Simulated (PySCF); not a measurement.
# WF−: bond curves at several levels of theory

The task here is to estimate one member of a computed series from the others.

Computed with PySCF 2.14.0. Level: W def2-TZVPPD with ECP60, F def2-TZVPPD, scalar-relativistic core potentials.

Set-up of the first run:

A driver script around PySCF takes these settings:

```
atoms                         : W, F
charge                        : -1
basis                         : W def2-TZVPPD with ECP60, F def2-TZVPPD
Hamiltonian                   : scalar-relativistic core potentials
basis functions               : 99
electrons treated             : 24
masses in u                   : 183.9509, 18.9984
levels                        : PBE0, PBE, r²SCAN, BHandHLYP, M06-L, B2PLYP, BP86, PW91, CAM-B3LYP, HF, MP2, SCS-MP2, CCSD, CCSD(T)
grid                          : 80 radial by 434 angular points
occupations                   : held fixed by the projection of orbital angular momentum
dissociation limit            : W + F−, each in its ground configuration
starting distance in angstrom : 2.000
values of 2S to try           : 0, 2, 4, 6
```

Launch:

```bash
OMP_NUM_THREADS=2 python dia.py task.json out
```

Among the steps run: Set-up; First curve: PBE0; Excited determinants; PBE (GGA); r²SCAN; BHandHLYP (global hybrid GGA); M06-L; B2PLYP (double hybrid); BP86; PW91 (GGA); CAM-B3LYP (range-separated hybrid); ROHF (mean field); Correlated methods on the Hartree–Fock reference.

One table of the session follows, with a row left open; its other results are not shown here.

It belongs to the step «The curves together». Energy (eV) from each level's lowest point:

| R (Å) | ROHF | ROHF-MP2 | ROHF-SCS-MP2 | ROHF-CCSD | ROHF-CCSD(T) |
| --- | --- | --- | --- | --- | --- |
| 1.670 | 1.485 | 1.123 | 1.231 | n/a | n/a |
| 1.748 | 0.723 | 0.488 | 0.557 | 0.575 | 0.558 |
| 1.825 | 0.280 | 0.148 | 0.186 | 0.192 | 0.183 |
| 1.884 | 0.099 | 0.031 | 0.049 | 0.051 | 0.047 |
| 1.942 | ? | ? | ? | ? | ? |
| 2.000 | 0.000 | 0.032 | 0.017 | 0.016 | 0.020 |
| 2.078 | 0.060 | 0.141 | 0.109 | 0.112 | 0.119 |
| 2.175 | 0.215 | 0.346 | 0.296 | 0.305 | 0.317 |
| 2.292 | 0.462 | 0.637 | 0.571 | 0.591 | 0.607 |
| 2.447 | 0.821 | 1.036 | 0.954 | n/a | n/a |

Estimate the missing values for R (Å) = 1.942.

Worked estimate for «ROHF». A straight line through the neighbours (1.884, 0.099) and (2.000, 0.000) gives 0.099 + (0.000 − 0.099) × (1.942 − 1.884) / (2.000 − 1.884) = 0.049; a parabola fitted to 4 rows on both sides gives 0.016.

The run gave: ROHF: 0.014; ROHF-MP2: 0.000; ROHF-SCS-MP2: 0.000; ROHF-CCSD: 0.000; ROHF-CCSD(T): 0.000. In «ROHF» the line misses by +0.035 and the parabola by +0.002.
